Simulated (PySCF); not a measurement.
# The bond of K₂, level by level

One table from this session's results is given with a row withheld; the runs are named, their logs left out.

Computed with PySCF 2.14.0. Level: K pcseg-2, no relativity.

Set-up of the first run:

Settings of the job:

```json
{
 "atoms": "K, K",
 "charge": "0",
 "basis": "K pcseg-2",
 "Hamiltonian": "no relativity",
 "basis functions": "66",
 "electrons treated": "38",
 "masses in u": "38.9637, 38.9637",
 "levels": "PBE0, PBE, r²SCAN, BLYP, PW91, r²SCANh, ωB97X, HF, MP2, SCS-MP2, CCSD, CCSD(T)",
 "grid": "80 radial by 434 angular points",
 "occupations": "held fixed by the projection of orbital angular momentum",
 "dissociation limit": "K + K, each in its ground configuration",
 "starting distance in angstrom": "3.890",
 "values of 2S to try": "0, 2"
}
```

Started as:

```console
$ OMP_NUM_THREADS=1 python dia.py task.json out
```

Among the steps run: Input; The PBE0 curve of the state that the search chose; Excited determinants; PBE (GGA); r²SCAN; BLYP (GGA); PW91; r²SCANh (hybrid meta-GGA); ωB97X (range-separated hybrid); RHF; Correlated methods on the Hartree–Fock reference.

One of the session's tables, all rows but one given; the rest of the session is left out.

It belongs to the step «The curves together». Energy (eV) from each level's lowest point:

```
R (Å)    RHF  RHF-MP2  RHF-SCS-MP2  RHF-CCSD  RHF-CCSD(T)
3.445  0.202    0.083        0.097       n/a          n/a
3.605  0.116    0.033        0.042     0.048        0.046
3.766  0.057    0.007        0.011     0.015        0.014
3.886  0.027    0.000        0.001     0.003        0.002
4.006  0.009    0.003        0.000     0.000        0.000
4.126      ?        ?            ?         ?            ?
4.286  0.001    0.038        0.028     0.023        0.022
4.487  0.019    0.082        0.067     0.059        0.056
4.727  0.060    0.148        0.129     0.115        0.107
5.048  0.135    0.250        0.224       n/a          n/a
```

**Question.** Estimate the row for R (Å) = 4.126.

Worked estimate for «RHF». A straight line through the neighbours (4.006, 0.009) and (4.286, 0.001) gives 0.009 + (0.001 − 0.009) × (4.126 − 4.006) / (4.286 − 4.006) = 0.006; a parabola fitted to 4 rows on both sides gives 0.001.

The run gave: RHF: 0.000; RHF-MP2: 0.013; RHF-SCS-MP2: 0.007; RHF-CCSD: 0.006; RHF-CCSD(T): 0.005. In «RHF» the line misses by +0.006 and the parabola by +0.001.
